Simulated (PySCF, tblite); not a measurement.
# C8H9ClSi: geometry, infrared bands and NMR shifts

What infrared bands and NMR shifts should C8H9ClSi (`C#C/C=C1\C(=C)C[C@H]1[SiH2]Cl`) show?

Programs: tblite 0.8.0 and PySCF 2.14.0, with density-fitted response routines of our own. Each step states its level of theory. These are calculated values for one molecule in the gas phase, unless marked as measured. Atoms count from 0, in the outputs and in this text.

**1. The molecule as given**

19 atoms, charge 0, multiplicity 1; geometry from: force field or distance geometry start.

Bonds of the start (Å): C0–C1 1.22, C1–C2 1.42, C2–C3 1.34, C3–C4 1.47, C4–C5 1.34, C4–C6 1.48, C6–C7 1.51, C7–Si8 1.84, Si8–Cl9 2.11, C7–C3 1.46, C0–H10 1.05, C2–H11 1.09, C5–H12 1.10, C5–H13 1.11, C6–H14 1.14, C6–H15 1.11, C7–H16 1.12, Si8–H17 1.47, Si8–H18 1.46.

**2. Geometry optimisation with GFN2-xTB**

What the job is given:

```
{"job": {"kind": "relax", "xc": "GFN2-xTB", "basis": "xTB"}, "charge": 0, "multiplicity": 1}
C      3.400800     1.066800    -1.139100
C      2.183500     1.168600    -1.057700
C      0.769200     1.256400    -0.927700
C      0.090600     0.208700    -0.447100
C      0.482900    -1.121300     0.050200
C      1.489000    -1.980400    -0.189200
C     -0.727600    -1.093100     0.899200
C     -1.292000    -0.157700    -0.139900
Si    -2.421400     1.170700     0.443600
Cl    -4.279200     0.871200    -0.520400
H      4.441400     0.978800    -1.236200
H      0.235100     2.159400    -1.230900
H      1.527900    -2.935200     0.348800
H      2.275500    -1.696800    -0.912900
H     -0.518700    -0.537700     1.868000
H     -1.257800    -2.051900     1.057400
H     -1.779600    -0.777900    -0.936000
H     -2.696200     0.955400     1.876400
H     -1.933200     2.525100     0.201300
```

The run is started by

```bash
OMP_NUM_THREADS=1 python probes_run.py task.json out
```

The driver reads the jobs from task.json and runs them one after another.

The program printed:

```text
step      E/eV     max force
  0    -758.77397    2.556
  1    -758.94721    5.217
  2    -759.08402    2.868
  3    -759.18695    1.483
  4    -759.22342    0.371
  5    -759.23734    0.287
  6    -759.25132    0.224
  7    -759.25912    0.238
  8    -759.26768    0.233
  9    -759.27580    0.205
 10    -759.28440    0.199
 11    -759.29188    0.229
 12    -759.29923    0.255
 13    -759.30648    0.209
 14    -759.31303    0.206
 15    -759.31794    0.146
 16    -759.32179    0.178
 17    -759.32576    0.156
 18    -759.33017    0.180
 19    -759.33493    0.147
 20    -759.33982    0.173
 21    -759.34450    0.171
 22    -759.34893    0.223
 23    -759.35332    0.208
 24    -759.35769    0.164
 25    -759.36252    0.208
 26    -759.36806    0.197
 27    -759.37355    0.212
 28    -759.37853    0.209
 29    -759.38357    0.187
 30    -759.38943    0.210
 31    -759.39626    0.264
 32    -759.40316    0.237
 33    -759.40878    0.157
 34    -759.41371    0.180
 35    -759.41882    0.192
 36    -759.42370    0.226
 37    -759.42790    0.199
 38    -759.43161    0.218
 39    -759.43563    0.175
 40    -759.44129    0.181
 41    -759.44487    0.183
 42    -759.44926    0.152
 43    -759.45435    0.182
 44    -759.46108    0.216
 45    -759.46653    0.139
 46    -759.46980    0.125
 47    -759.47207    0.127
 48    -759.47449    0.193
 49    -759.47733    0.172
 50    -759.48018    0.083
 51    -759.48140    0.092
 52    -759.48283    0.094
 53    -759.48434    0.139
 54    -759.48548    0.106
 55    -759.48621    0.064
 56    -759.48690    0.061
 57    -759.48786    0.086
 58    -759.48922    0.135
 59    -759.49063    0.102
 60    -759.49159    0.079
 61    -759.49214    0.056
 62    -759.49260    0.048
 63    -759.49303    0.043
 64    -759.49358    0.058
 65    -759.49389    0.041
 66    -759.49429    0.048
 67    -759.49479    0.087
 68    -759.49558    0.098
 69    -759.49665    0.116
 70    -759.49783    0.078
 71    -759.49888    0.067
 72    -759.49972    0.063
 73    -759.50037    0.068
 74    -759.50104    0.056
 75    -759.50185    0.071
 76    -759.50273    0.078
 77    -759.50356    0.083
 78    -759.50418    0.064
 79    -759.50465    0.054
 80    -759.50520    0.057
 81    -759.50601    0.055
 82    -759.50657    0.061
 83    -759.50704    0.049
 84    -759.50753    0.050
 85    -759.50810    0.051
 86    -759.50868    0.047
 87    -759.50910    0.033
 88    -759.50932    0.037
 89    -759.50948    0.033
 90    -759.50965    0.029
 91    -759.50982    0.028
 92    -759.50996    0.022
 93    -759.51010    0.030
 94    -759.51026    0.044
 95    -759.51046    0.043
 96    -759.51070    0.048
 97    -759.51092    0.036
 98    -759.51111    0.033
 99    -759.51126    0.034
100    -759.51143    0.031
101    -759.51168    0.040
102    -759.51203    0.052
103    -759.51241    0.058
104    -759.51276    0.053
105    -759.51302    0.037
106    -759.51319    0.040
107    -759.51331    0.119
108    -759.51350    0.029
109    -759.51376    0.071
110    -759.51410    0.104
111    -759.51450    0.088
112    -759.51495    0.041
113    -759.51531    0.045
114    -759.51561    0.046
115    -759.51589    0.046
116    -759.51618    0.038
117    -759.51645    0.055
118    -759.51682    0.052
119    -759.51727    0.054
120    -759.51786    0.058
121    -759.51836    0.068
122    -759.51891    0.057
123    -759.51939    0.055
124    -759.51991    0.070
125    -759.52048    0.063
126    -759.52117    0.070
127    -759.52214    0.063
128    -759.52326    0.066
129    -759.52413    0.077
130    -759.52524    0.097
131    -759.52608    0.070
132    -759.52687    0.052
133    -759.52718    0.051
134    -759.52768    0.040
135    -759.52816    0.062
136    -759.52871    0.057
137    -759.52925    0.069
138    -759.52971    0.049
139    -759.53015    0.071
140    -759.53060    0.064
141    -759.53098    0.049
142    -759.53127    0.044
143    -759.53153    0.039
144    -759.53181    0.050
145    -759.53221    0.059
146    -759.53276    0.053
147    -759.53315    0.041
148    -759.53336    0.027
149    -759.53352    0.029
150    -759.53367    0.026
151    -759.53385    0.040
152    -759.53405    0.052
153    -759.53429    0.057
154    -759.53457    0.046
155    -759.53485    0.026
156    -759.53503    0.026
157    -759.53513    0.028
158    -759.53523    0.025
159    -759.53542    0.029
160    -759.53573    0.042
161    -759.53621    0.044
162    -759.53673    0.062
163    -759.53719    0.059
164    -759.53754    0.052
165    -759.53784    0.031
166    -759.53803    0.030
167    -759.53817    0.032
168    -759.53827    0.024
169    -759.53837    0.018
170    -759.53844    0.015
171    -759.53848    0.014
172    -759.53851    0.016
173    -759.53853    0.013
174    -759.53854    0.007
```

It took 3.1 s on 1 thread of Arm Neoverse N1, shared host; peak memory 0.18 GiB.

Along the way: (not every step is listed)

```csv
step,energy from step 0 (eV),largest force (eV/Å)
0,0.0000,2.5560
1,-0.1732,5.2167
2,-0.3101,2.8682
3,-0.4130,1.4828
4,-0.4495,0.3708
5,-0.4634,0.2866
6,-0.4774,0.2239
7,-0.4852,0.2383
8,-0.4937,0.2330
24,-0.5837,0.1635
40,-0.6673,0.1808
56,-0.7129,0.0613
72,-0.7258,0.0630
88,-0.7354,0.0370
104,-0.7388,0.0526
120,-0.7439,0.0578
136,-0.7547,0.0568
152,-0.7601,0.0518
168,-0.7643,0.0241
169,-0.7644,0.0181
170,-0.7645,0.0150
171,-0.7645,0.0143
172,-0.7645,0.0156
173,-0.7646,0.0132
174,-0.7646,0.0071
```

Distances of close pairs at the start and the end, largest changes first:

```csv
bond,before (Å),after (Å),change (Å)
Si8–Cl9,2.114,2.019,-0.095
C7–Si8,1.839,1.902,+0.063
C6–H14,1.136,1.090,-0.046
C6–C7,1.508,1.552,+0.045
C3–C7,1.463,1.507,+0.044
C4–C6,1.479,1.509,+0.030
C5–H13,1.106,1.076,-0.030
C7–H16,1.121,1.093,-0.027
```

The final coordinates are the input of the step that follows.

**3. Harmonic vibrations with GFN2-xTB**

What the job is given:

```
{"job": {"kind": "ir", "xc": "GFN2-xTB", "basis": "xTB"}, "charge": 0, "multiplicity": 1}
C      3.417946     1.120136    -1.318815
C      2.218709     1.082022    -1.238786
C      0.815402     1.074432    -1.171891
C      0.101654     0.117492    -0.568491
C      0.413500    -1.106625     0.154355
C      1.535246    -1.719492     0.502962
C     -1.051139    -1.411304     0.353430
C     -1.380104    -0.085183    -0.383269
Si    -2.242023     1.260091     0.648737
Cl    -4.120100     0.643669     1.059603
H      4.464726     1.142894    -1.381182
H      0.311575     1.903987    -1.653917
H      1.522581    -2.646233     1.052008
H      2.496272    -1.309440     0.245466
H     -1.368370    -1.461752     1.394710
H     -1.394557    -2.309720    -0.158268
H     -1.905749    -0.240906    -1.329218
H     -1.529250     1.448041     1.909550
H     -2.316124     2.507141    -0.109282
```

The program printed:

```text
mode    cm-1     km/mol
  1      29.5      1.41
  2      53.2      0.13
  3      59.9      0.58
  4     103.9      0.20
  5     118.7      2.43
  6     159.9      0.48
  7     243.9      0.42
  8     248.9      1.20
  9     284.6      2.14
 10     375.9      1.12
 11     387.9      2.66
 12     453.1     20.85
 13     493.8     27.63
 14     501.1     48.52
 15     525.2     26.99
 16     570.1      2.26
 17     617.0      4.41
 18     633.0     17.33
 19     659.1     40.78
 20     699.9    440.47
 21     728.2     65.28
 22     768.7     48.30
 23     778.4    179.70
 24     816.7     19.94
 25     819.9     17.95
 26     880.2     19.54
 27     927.8      2.62
 28     947.7      5.59
 29    1036.0      5.20
 30    1056.3      3.95
 31    1066.1      9.51
 32    1102.1      5.32
 33    1149.6     54.46
 34    1189.8     33.60
 35    1202.1      6.89
 36    1225.7     13.74
 37    1295.1     13.05
 38    1396.6      0.05
 39    1460.0      1.47
 40    1681.0     21.61
 41    1724.9      7.66
 42    2241.0      1.76
 43    2264.0    291.77
 44    2286.6    120.11
 45    2933.5     45.40
 46    2982.5     33.85
 47    2999.9     35.08
 48    3031.2     32.87
 49    3101.0     18.68
 50    3135.9     22.24
 51    3395.9      4.88
```

Run time: 1.7 s. Hardware: 1 thread of Arm Neoverse N1, shared host; peak memory 0.18 GiB.

The strongest bands and the atoms that carry them (share of the mass-weighted mode):

```csv
cm⁻¹,km/mol,atoms
501,48.5,"Si8 19 %, H18 14 %, H17 13 %, Cl9 11 %"
700,440.5,"H18 39 %, H17 38 %"
728,65.3,"H13 23 %, H12 21 %, C3 19 %"
769,48.3,"C2 17 %, C7 15 %, C6 11 %"
778,179.7,"H17 42 %, H18 41 %"
1150,54.5,"H16 37 %, C7 35 %, C3 10 %"
2264,291.8,"H18 68 %, H17 28 %"
2287,120.1,"H17 69 %, H18 29 %"
```

**4. Nuclear shieldings: PBE0/pcSseg-1**

The job, as its differences from that of step 3:

```diff
@@ -1,2 +1,2 @@
-{"job": {"kind": "ir", "xc": "GFN2-xTB", "basis": "xTB"}, "charge": 0, "multiplicity": 1}
+{"job": {"kind": "nmr", "xc": "PBE0", "basis": "pcSseg-1"}, "charge": 0, "multiplicity": 1}
 C      3.417946     1.120136    -1.318815
```

Method: GIAO PBE0/pcSseg-1 NMR shielding, non-relativistic, gas phase.

The program printed:

```text
coarse grid: 17520 points
cycle   1  E = -1059.0396763491  dE =  1.530e+00  |g| = 4.568e-01  |ddm| = 4.536e+00
cycle   2  E = -1059.0476608024  dE = -7.984e-03  |g| = 4.326e-01  |ddm| = 1.161e+00
cycle   3  E = -1059.0963378756  dE = -4.868e-02  |g| = 5.831e-02  |ddm| = 5.900e-01
cycle   4  E = -1059.0967733135  dE = -4.354e-04  |g| = 4.276e-02  |ddm| = 1.087e-01
cycle   5  E = -1059.0972380428  dE = -4.647e-04  |g| = 1.467e-02  |ddm| = 5.030e-02
cycle   6  E = -1059.0972859814  dE = -4.794e-05  |g| = 4.440e-03  |ddm| = 1.457e-02
cycle   7  E = -1059.0972906140  dE = -4.633e-06  |g| = 1.356e-03  |ddm| = 4.200e-03
final grid: 161688 points
cycle   8  E = -1059.1577203548  dE = -4.098e-05  |g| = 7.802e-03  |ddm| = 5.890e-02
cycle   9  E = -1059.1577116579  dE =  8.697e-06  |g| = 9.661e-03  |ddm| = 1.864e-02
cycle  10  E = -1059.1577344297  dE = -2.277e-05  |g| = 2.413e-03  |ddm| = 1.139e-02
cycle  11  E = -1059.1577358592  dE = -1.430e-06  |g| = 3.283e-04  |ddm| = 2.299e-03
cycle  12  E = -1059.1577358819  dE = -2.270e-08  |g| = 1.052e-04  |ddm| = 3.379e-04
cycle  13  E = -1059.1577358843  dE = -2.344e-09  |g| = 3.686e-05  |ddm| = 1.171e-04
cycle  14  E = -1059.1577358845  dE = -2.678e-10  |g| = 1.795e-05  |ddm| = 4.407e-05
converged SCF energy = -1059.1577358845

GIAO shielding tensors (ppm)
atom      isotropic    diamagn.    paramagn.     s11        s22        s33       span
  0 C       89.248     259.711    -170.463     34.966     51.069    181.710    146.744
  1 C      101.023     254.119    -153.096     -1.309      8.273    296.104    297.413
  2 C       81.121     255.165    -174.044     -8.191     93.377    158.178    166.370
  3 C       26.148     257.452    -231.304    -89.484     29.614    138.314    227.798
  4 C       35.427     258.947    -223.520    -74.000     43.677    136.605    210.605
  5 C       65.860     255.126    -189.265    -39.011     68.831    167.761    206.772
  6 C      155.319     252.272     -96.952    145.325    148.825    171.809     26.484
  7 C      154.261     256.796    -102.535    135.349    152.651    174.783     39.434
  8 Si     365.247     877.441    -512.194    334.268    359.418    402.056     67.788
  9 Cl    1011.816    1146.784    -134.968    962.144   1018.034   1055.270     93.127
 10 H       28.462      34.574      -6.112     24.924     25.291     35.171     10.248
 11 H       26.402      30.427      -4.025     22.343     26.425     30.438      8.096
 12 H       26.138      29.790      -3.652     23.338     25.108     29.966      6.627
 13 H       25.160      32.244      -7.084     22.641     23.912     28.927      6.286
 14 H       28.979      30.827      -1.849     24.750     29.548     32.638      7.888
 15 H       28.628      30.116      -1.488     25.210     26.929     33.745      8.535
 16 H       28.732      31.120      -2.388     26.330     27.249     32.617      6.287
 17 H       26.918      28.661      -1.743     23.050     26.320     31.384      8.334
 18 H       26.613      28.216      -1.604     22.010     26.106     31.721      9.711
```

Wall time 98 s (1 thread of Arm Neoverse N1, shared host); peak memory 0.99 GiB.

Shifts follow as δ = σ(reference) − σ, with reference shieldings (ppm) from runs at the same level and on the same kind of geometry: ¹H TMS 31.72, ¹³C TMS 186.9, ²⁹Si TMS 349.2, ³⁵Cl HCl 950. The references are single molecules in the gas phase.

```csv
atoms,environment,σ (ppm),δ (ppm),δ scaled to CDCl3
C3,fully substituted alkene carbon,26.1,160.8,155.0
C4,fully substituted alkene carbon,35.4,151.5,145.9
C5,terminal =CH2 carbon,65.9,121.1,116.2
C2,alkene CH,81.1,105.8,101.3
C0,terminal alkyne carbon,89.2,97.7,93.4
C1,alkyne carbon,101.0,85.9,81.9
C7,allylic sp3 CH bonded to Si,154.3,32.7,30.0
C6,allylic sp3 CH2,155.3,31.6,28.9
H13,hydrogen on a terminal =CH2 carbon,25.16,6.56,6.29
H12,hydrogen on a terminal =CH2 carbon,26.14,5.58,5.37
H11,hydrogen on an alkene CH,26.40,5.31,5.12
H18,"hydrogen on a silicon bonded to C, Cl",26.61,5.10,–
H17,"hydrogen on a silicon bonded to C, Cl",26.92,4.80,–
H10,hydrogen on a terminal alkyne carbon,28.46,3.25,3.17
H15,hydrogen on an allylic sp3 CH2,28.63,3.09,3.02
H16,hydrogen on an allylic sp3 CH bonded to Si,28.73,2.99,2.92
H14,hydrogen on an allylic sp3 CH2,28.98,2.74,2.69
Si8,"silicon bonded to C, Cl, 2 H",365.2,-16.1,–
Cl9,chlorine bonded to Si,1012,-62,–
```

The scaled column applies a straight-line fit of computed shieldings to shifts measured in CDCl3, with any fitted terms for Cl, Br or S neighbours (root-mean-square error 0.16 ppm for H, 1.9 ppm for C).

Charges from the same density, by scheme (e):

```csv
atoms,Mulliken,IAO,Hirshfeld,ESP fit
C0,-0.35,-0.24,-0.11,-0.46
C1,0.31,-0.02,-0.04,0.09
C2,-0.14,-0.20,-0.05,-0.19
C3,-0.07,0.03,0.01,-0.09
C4,-0.36,0.01,0.00,0.35
C5,-0.01,-0.31,-0.09,-0.62
C6,-0.04,-0.27,-0.07,-0.33
C7,-0.49,-0.40,-0.12,-0.16
Si8,0.73,0.81,0.34,0.27
Cl9,-0.32,-0.31,-0.12,-0.18
```

Mayer bond orders: C0–C1 2.37, C1–C2 1.14, C2–C3 1.71, C3–C4 1.02, C4–C5 1.99, C4–C6 1.06, C6–C7 1.05, C7–Si8 0.85, Si8–Cl9 0.96, C7–C3 1.02.

Ring of atoms C3, C4, C6, C7: NICS(0) 3.4, NICS(1) -1.2, NICS(1)zz 2.1 ppm (means of both faces).

**5. Results**

| quantity | value |
| --- | --- |
| strongest single infrared mode (GFN2-xTB) | 700 cm⁻¹, 440 km/mol |
| zero-point energy (GFN2-xTB) | 84.1 kcal/mol |
| ¹³C shifts against TMS (PBE0/pcSseg-1) | 160.8, 151.5, 121.1, 105.8, 97.7, 85.9, 32.7, 31.6 ppm |
| ¹H shifts against TMS (PBE0/pcSseg-1) | 6.56, 5.58, 5.31, 5.10, 4.80, 3.25, 3.09, 2.99, 2.74 ppm |
| ²⁹Si shifts against TMS (PBE0/pcSseg-1) | -16.1 ppm |
| ³⁵Cl shifts against HCl (PBE0/pcSseg-1) | -62 ppm |

What this shows: The optimisation took 174 steps and gained 0.765 eV; among the close pairs (by a distance rule), Si8–Cl9 changed most, from 2.114 to 2.019 Å. All 51 modes are real, so the xTB geometry is a minimum. The strongest single mode, at 700 cm⁻¹, moves mainly H18 and H17. Unscaled tight-binding wavenumbers are off by several per cent, some by more. Its intensities can rank the bands wrongly. At PBE0/pcSseg-1: The widest tensor belongs to C1: span 297 ppm, with a paramagnetic part of -153 ppm.
